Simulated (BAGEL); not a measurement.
# SnNH3F2 (SMILES [NH2][SnH]([F])[F]), step by step

Wanted: the energy (NEVPT2(2,4)/ANO-RCC-MB), then a single-point energy (NEVPT2(2,4)/ANO-RCC-VDZ), then a single-point energy, then a single-point energy (NEVPT2(2,4)/ANO-RCC-VDZP), then the energy of SnNH3F2. 

The results are computed with BAGEL 1.2.2.

1 further run of the same task is left out (set aside as unsound or not needed).

**1. Starting point**

SnNH3F2: 7 atoms, total charge 0, spin state singlet. As SMILES, `[NH2][SnH]([F])[F]`. The Sn2–H7 distance was set to 2.204 Å, away from the relaxed value.

Bond lengths: N1–Sn2 1.988 Å, Sn2–F3 1.906 Å, Sn2–F4 1.907 Å, N1–H5 1.011 Å, N1–H6 1.011 Å. Angles: N1–Sn2–F3 104.1°, N1–Sn2–F4 104.0°, F3–Sn2–F4 106.9°, Sn2–N1–H5 115.0°, Sn2–N1–H6 115.0°, H5–N1–H6 109.3°.

**2. A single-point energy at NEVPT2(2,4)/ANO-RCC-MB (DKH2, density fitting with AutoAux, property bond stretch) (run 1)**

input.json reads:

```json
{ "bagel": [

{
  "title": "molecule",
  "basis": "ano-rcc-mb.json",
  "df_basis": "ano-rcc-mb-autoaux.json",
  "angstrom": true,
  "dkh": true,
  "geometry": [
    { "atom": "N", "xyz": [      -1.310016,       0.937110,       0.291418 ] },
    { "atom": "Sn", "xyz": [       0.028684,      -0.531990,       0.230218 ] },
    { "atom": "F", "xyz": [       0.431584,      -0.870690,       2.062618 ] },
    { "atom": "F", "xyz": [      -0.960516,      -2.032890,      -0.405182 ] },
    { "atom": "H", "xyz": [      -0.987016,       1.792510,       0.722918 ] },
    { "atom": "H", "xyz": [      -1.746716,       1.153510,      -0.594382 ] },
    { "atom": "H", "xyz": [       1.948000,      -0.525100,      -0.853200 ] }
  ]
},

{ "title": "hf" },

{ "title": "casscf", "nstate": 1, "nact": 4, "nclosed": 38, "maxiter": 200, "natocc": true },

{ "title": "nevpt2", "nstate": 1, "nact": 4, "nclosed": 38, "maxiter": 200, "natocc": true, "ncore": 21 }

]}
```

The basis set ANO-RCC-MB is read from a file made from the Basis Set Exchange's data (not shown).

Started as:

```bash
$ BAGEL_NUM_THREADS=1 BAGEL input.json > input.out
```

Standard output:

```text
* using 1 threads per process

  ===============================================================
  ===============================================================

  *** Geometry ***

  { "atom" : "N", "xyz" : [     -2.475571,      1.770881,      0.550700 ] },
  { "atom" : "Sn", "xyz" : [      0.054205,     -1.005315,      0.435049 ] },
  { "atom" : "F", "xyz" : [      0.815576,     -1.645366,      3.897783 ] },
  { "atom" : "F", "xyz" : [     -1.815112,     -3.841605,     -0.765683 ] },
  { "atom" : "H", "xyz" : [     -1.865190,      3.387353,      1.366117 ] },
  { "atom" : "H", "xyz" : [     -3.300815,      2.179818,     -1.123219 ] },
  { "atom" : "H", "xyz" : [      3.681186,     -0.992295,     -1.612314 ] },

  Number of auxiliary basis functions:      765

[... 21 lines left out ...]
    * SCF iteration converged.
[... 1 line left out ...]
    * Permanent dipole moment:
[... 22 lines left out ...]
    * Second-order optimization converged. *
[... 3 lines left out ...]
  === FCI iteration ===

      0  0     -6427.54104310     3.47e-02      0.00
      1  0     -6427.57401737     2.61e-03      0.00
      2  0     -6427.57416072     5.54e-04      0.00
[... 5 lines of this table left out ...]
      8  0 *   -6427.57417101     3.53e-11      0.00

     * ci vector, state   0, <S^2> = 0.0000
       2...     0.9720575727
       .2..    -0.2340416305

    * METHOD: CASSCF                               4.60

    * freezing 21 orbitals

  === DF-NEVPT2 calculation ===

    * 3-index integral transformation done
    * assembly done

      NEVPT2 correlation energy:   -0.1201261762      0.01

          (+0)     -0.0404973922
          (+0)'    -0.0137738888
          (+1)     -0.0325680213
          (+1)'    -0.0141311827
          (+2)     -0.0184959844
          (-1)     -0.0004071661
          (-1)'    -0.0002426808
          (-2)     -0.0000098599

      NEVPT2 total energy:       -6427.6942971869

    * METHOD: NEVPT2                               0.19

  ===============================================================
```

Run time: 7.8 s. Hardware: 1 thread of Arm Neoverse V2, shared host; peak memory 0.13 GiB.

**3. The energy at NEVPT2(2,4)/ANO-RCC-VDZ (DKH2, density fitting with AutoAux, property bond stretch) (run 2)**

job.json reads:

```json
{ "bagel" : [

{
  "title" : "molecule",
  "basis" : "ano-rcc-vdz.json",
  "df_basis" : "ano-rcc-vdz-autoaux.json",
  "angstrom" : "true",
  "dkh" : "true",
  "geometry" : [
    { "atom" : "N", "xyz" : [      -0.867100,       0.938700,       0.041400 ] },
    { "atom" : "Sn", "xyz" : [       0.471600,      -0.530400,      -0.019800 ] },
    { "atom" : "F", "xyz" : [       0.874500,      -0.869100,       1.812600 ] },
    { "atom" : "F", "xyz" : [      -0.517600,      -2.031300,      -0.655200 ] },
    { "atom" : "H", "xyz" : [      -0.544100,       1.794100,       0.472900 ] },
    { "atom" : "H", "xyz" : [      -1.303800,       1.155100,      -0.844400 ] },
    { "atom" : "H", "xyz" : [       1.948000,      -0.525100,      -0.853200 ] }
  ]
},

{ "title" : "hf" },

{ "title" : "nevpt2", "nstate" : 1, "nact" : 4, "nclosed" : 38, "maxiter" : 200, "natocc" : "true", "ncore" : 21 }

]}
```

The basis set ANO-RCC-VDZ is read from a file made from the Basis Set Exchange's data (not shown).

Started as:

```bash
$ BAGEL_NUM_THREADS=1 BAGEL job.json > job.out
```

Standard output:

```text
* using 1 threads per process

  ===============================================================
  ===============================================================

  *** Geometry ***

  { "atom" : "N", "xyz" : [     -1.638582,      1.773886,      0.078235 ] },
  { "atom" : "Sn", "xyz" : [      0.891195,     -1.002311,     -0.037417 ] },
  { "atom" : "F", "xyz" : [      1.652565,     -1.642361,      3.425318 ] },
  { "atom" : "F", "xyz" : [     -0.978122,     -3.838601,     -1.238149 ] },
  { "atom" : "H", "xyz" : [     -1.028200,      3.390358,      0.893651 ] },
  { "atom" : "H", "xyz" : [     -2.463825,      2.182823,     -1.595685 ] },
  { "atom" : "H", "xyz" : [      3.681186,     -0.992295,     -1.612314 ] },

  Number of auxiliary basis functions:      765

[... 21 lines left out ...]
    * SCF iteration converged.
[... 1 line left out ...]
    * Permanent dipole moment:
[... 23 lines left out ...]
    * Second-order optimization converged. *

     guess   0:   closed 1...                 open ....

  === FCI iteration ===

      0  0     -6427.78246028     4.07e-02      0.00
      1  0     -6427.79934421     1.01e-02      0.00
      2  0     -6427.80033071     2.16e-03      0.00
[... 5 lines of this table left out ...]
      8  0 *   -6427.80042464     4.99e-12      0.00

     * ci vector, state   0, <S^2> = 0.0000
       2...     0.9931058697
       .2..    -0.1154389353

  === DF-NEVPT2 calculation ===

    * 3-index integral transformation done
    * assembly done

      NEVPT2 correlation energy:   -0.4793835085      0.05

          (+0)     -0.3159772989
          (+0)'    -0.0953105358
          (+1)     -0.0346420246
          (+1)'    -0.0195433051
          (+2)     -0.0052196556
          (-1)     -0.0049058438
          (-1)'    -0.0034069412
          (-2)     -0.0003779034

      NEVPT2 total energy:       -6428.2798081455

    * METHOD: NEVPT2                              14.86

  ===============================================================
```

It took 19 s on 1 thread of Arm Neoverse V2, shared host; peak memory 0.17 GiB.

Run 3 isn't shown in full; the table further down has it.

**4. The energy at NEVPT2(2,4)/ANO-RCC-VDZP (DKH2, density fitting with AutoAux, property bond stretch) (run 4)**

input.json reads:

```json
{ "bagel" : [

{
  "title" : "molecule",
  "basis" : "ano-rcc-vdzp.json",
  "df_basis" : "ano-rcc-vdzp-autoaux.json",
  "angstrom" : "true",
  "dkh" : "true",
  "geometry" : [
    { "atom" : "N", "xyz" : [      -0.867100,       0.938700,       0.041400 ] },
    { "atom" : "Sn", "xyz" : [       0.471600,      -0.530400,      -0.019800 ] },
    { "atom" : "F", "xyz" : [       0.874500,      -0.869100,       1.812600 ] },
    { "atom" : "F", "xyz" : [      -0.517600,      -2.031300,      -0.655200 ] },
    { "atom" : "H", "xyz" : [      -0.544100,       1.794100,       0.472900 ] },
    { "atom" : "H", "xyz" : [      -1.303800,       1.155100,      -0.844400 ] },
    { "atom" : "H", "xyz" : [       1.948000,      -0.525100,      -0.853200 ] }
  ]
},

{
  "title" : "hf"
},

{
  "title" : "nevpt2",
  "nstate" : 1,
  "nact" : 4,
  "nclosed" : 38,
  "maxiter" : 200,
  "natocc" : "true",
  "ncore" : 21
}

]}
```

The basis set ANO-RCC-VDZP is read from a file made from the Basis Set Exchange's data (not shown).

Started as:

```bash
$ BAGEL_NUM_THREADS=1 BAGEL input.json > input.out
```

Standard output:

```text
* using 1 threads per process

  ===============================================================
  ===============================================================

  *** Geometry ***

  { "atom" : "N", "xyz" : [     -1.638582,      1.773886,      0.078235 ] },
  { "atom" : "Sn", "xyz" : [      0.891195,     -1.002311,     -0.037417 ] },
  { "atom" : "F", "xyz" : [      1.652565,     -1.642361,      3.425318 ] },
  { "atom" : "F", "xyz" : [     -0.978122,     -3.838601,     -1.238149 ] },
  { "atom" : "H", "xyz" : [     -1.028200,      3.390358,      0.893651 ] },
  { "atom" : "H", "xyz" : [     -2.463825,      2.182823,     -1.595685 ] },
  { "atom" : "H", "xyz" : [      3.681186,     -0.992295,     -1.612314 ] },

  Number of auxiliary basis functions:     1124

[... 21 lines left out ...]
    * SCF iteration converged.
[... 1 line left out ...]
    * Permanent dipole moment:
[... 23 lines left out ...]
    * Second-order optimization converged. *

     guess   0:   closed 1...                 open ....

  === FCI iteration ===

      0  0     -6427.87720501     4.93e-02      0.00
      1  0     -6427.89982833     2.82e-03      0.00
      2  0     -6427.89989086     1.61e-04      0.00
[... 4 lines of this table left out ...]
      7  0 *   -6427.89989124     1.68e-12      0.00

     * ci vector, state   0, <S^2> = 0.0000
       2...    -0.9926754505
       .2..     0.1131836626

  === DF-NEVPT2 calculation ===

    * 3-index integral transformation done
    * assembly done

      NEVPT2 correlation energy:   -1.0393209833      0.37

          (+0)     -0.8377000475
          (+0)'    -0.1168849100
          (+1)     -0.0322113485
          (+1)'    -0.0123691763
          (+2)     -0.0060190282
          (-1)     -0.0284943700
          (-1)'    -0.0037089629
          (-2)     -0.0019331400

      NEVPT2 total energy:       -6428.9392122195

    * METHOD: NEVPT2                              87.90

  ===============================================================
```

Wall time 1.7 min (1 thread of Arm Neoverse V2, shared host); peak memory 0.37 GiB.

**5. A single-point energy at NEVPT2(2,4)/ANO-RCC-VDZP (DKH2, density fitting with AutoAux, property bond stretch) (run 5)**

input.json reads:

```json
{ "bagel": [

{
  "title": "molecule",
  "basis": "ano-rcc-vdzp.json",
  "df_basis": "ano-rcc-vdzp-autoaux.json",
  "angstrom": true,
  "dkh": true,
  "geometry": [
    { "atom": "N", "xyz": [      -1.310016,       0.937110,       0.291418 ] },
    { "atom": "Sn", "xyz": [       0.028684,      -0.531990,       0.230218 ] },
    { "atom": "F", "xyz": [       0.431584,      -0.870690,       2.062618 ] },
    { "atom": "F", "xyz": [      -0.960516,      -2.032890,      -0.405182 ] },
    { "atom": "H", "xyz": [      -0.987016,       1.792510,       0.722918 ] },
    { "atom": "H", "xyz": [      -1.746716,       1.153510,      -0.594382 ] },
    { "atom": "H", "xyz": [       1.948000,      -0.525100,      -0.853200 ] }
  ]
},

{
  "title": "hf"
},

{
  "title": "nevpt2",
  "nstate": 1,
  "nact": 4,
  "nclosed": 38,
  "maxiter": 200,
  "natocc": true,
  "ncore": 21
}

]}
```

The basis set ANO-RCC-VDZP is read from a file made from the Basis Set Exchange's data (not shown).

Started as:

```bash
$ BAGEL_NUM_THREADS=1 BAGEL input.json > input.out
```

Standard output:

```text
* using 1 threads per process

  ===============================================================
  ===============================================================

  *** Geometry ***

  { "atom" : "N", "xyz" : [     -2.475571,      1.770881,      0.550700 ] },
  { "atom" : "Sn", "xyz" : [      0.054205,     -1.005315,      0.435049 ] },
  { "atom" : "F", "xyz" : [      0.815576,     -1.645366,      3.897783 ] },
  { "atom" : "F", "xyz" : [     -1.815112,     -3.841605,     -0.765683 ] },
  { "atom" : "H", "xyz" : [     -1.865190,      3.387353,      1.366117 ] },
  { "atom" : "H", "xyz" : [     -3.300815,      2.179818,     -1.123219 ] },
  { "atom" : "H", "xyz" : [      3.681186,     -0.992295,     -1.612314 ] },

  Number of auxiliary basis functions:     1124

[... 21 lines left out ...]
    * SCF iteration converged.
[... 1 line left out ...]
    * Permanent dipole moment:
[... 23 lines left out ...]
    * Second-order optimization converged. *
[... 5 lines left out ...]
      0  0     -6427.82984300     4.27e-02      0.00
      1  0     -6427.86380620     3.09e-03      0.00
      2  0     -6427.86403071     5.36e-04      0.00
      3  0     -6427.86403536     2.18e-05      0.00
      4  0     -6427.86403537     9.34e-07      0.00
      5  0     -6427.86403537     2.75e-08      0.00
      6  0 *   -6427.86403537     1.66e-11      0.00

     * ci vector, state   0, <S^2> = 0.0000
       2...     0.9777520703
       .2..    -0.2013418828

  === DF-NEVPT2 calculation ===

    * 3-index integral transformation done
    * assembly done

      NEVPT2 correlation energy:   -1.0404435439      0.37

          (+0)     -0.8931715795
          (+0)'    -0.0702288723
          (+1)     -0.0375347883
          (+1)'    -0.0093802914
          (+2)     -0.0011295305
          (-1)     -0.0225026124
          (-1)'    -0.0045902388
          (-2)     -0.0019056308

      NEVPT2 total energy:       -6428.9044789093

    * METHOD: NEVPT2                              38.89

  ===============================================================
```

Run time: 54 s. Hardware: 1 thread of Arm Neoverse V2, shared host; peak memory 0.37 GiB.

**6. The series**

```csv
run,level,partner,energy (Eh),wall time
1,"NEVPT2(2,4)/ANO-RCC-MB (DKH2, density fitting with AutoAux, property bond stretch)",bond moved,-6427.694297,7.8 s
2,"NEVPT2(2,4)/ANO-RCC-VDZ (DKH2, density fitting with AutoAux, property bond stretch)",base,-6428.279808,19 s
3,"NEVPT2(2,4)/ANO-RCC-VDZ (DKH2, density fitting with AutoAux, property bond stretch)",bond moved,-6428.255960,12 s
4,"NEVPT2(2,4)/ANO-RCC-VDZP (DKH2, density fitting with AutoAux, property bond stretch)",base,-6428.939212,1.7 min
5,"NEVPT2(2,4)/ANO-RCC-VDZP (DKH2, density fitting with AutoAux, property bond stretch)",bond moved,-6428.904479,54 s
```

**7. Results**

| quantity | value |
| --- | --- |
| run 5, NEVPT2(2,4)/ANO-RCC-VDZP: total energy | -6428.90448 Eh |
| energy change with the Sn2–H7 bond stretched from 1.695 to 2.204 Å, NEVPT2(2,4)/ANO-RCC-VDZ | 0.649 eV |
| energy change with the Sn2–H7 bond stretched from 1.695 to 2.204 Å, NEVPT2(2,4)/ANO-RCC-VDZP | 0.945 eV |

At NEVPT2(2,4)/ANO-RCC-VDZ: with the Sn2–H7 bond stretched from 1.695 to 2.204 Å the energy rises by 0.65 eV (15.0 kcal/mol). The first shape isn't relaxed at this level, so the change isn't measured from a minimum. At NEVPT2(2,4)/ANO-RCC-VDZP: with the Sn2–H7 bond stretched from 1.695 to 2.204 Å the energy rises by 0.95 eV (91.2 kJ/mol). In run 1 the basis is minimal, so the values are rough. All runs together took 3.2 min, the longest 1.7 min.
